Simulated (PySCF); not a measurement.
# BrH3Si: the cost of one run

The runs use PySCF 2.14.0, with density-fitted response routines of our own; the level of theory stands in each step. All values are computed, except where a source is named. Atoms are numbered from 0 throughout.

**1. The molecule as given**

5 atoms, charge 0, multiplicity 1; geometry from: GFN2-xTB. The atoms were then displaced at random by about 0.03 Å, so the start is not that level's minimum.

Bonds of the start (Å): Si0–Br1 2.13, Si0–H2 1.56, Si0–H3 1.40, Si0–H4 1.47.

**2. Geometry optimisation at PBE0-D3(BJ)/def2-SVP**

What the job is given:

```
{"job": {"xc": "PBE0", "basis": "def2-SVP", "d3": "d3bj", "grid": 1, "shake": 0.03, "kind": "geom"}, "charge": 0, "multiplicity": 1}
Si    -0.142600    -0.064610     0.004350
Br     1.987130    -0.110490     0.006580
H     -0.586180     1.388700    -0.342340
H     -0.529220    -0.384410     1.311090
H     -0.637030    -0.933960    -1.076160
```

Command:

```sh
> OMP_NUM_THREADS=1 python probes_run.py task.json out
```

One launch serves the whole session: the jobs run in the order shown.

Q: Estimate the wall time and peak memory of this first job on 1 thread of Arm Neoverse V1, shared host.

About 6 s, with a peak of 0.27 GiB.
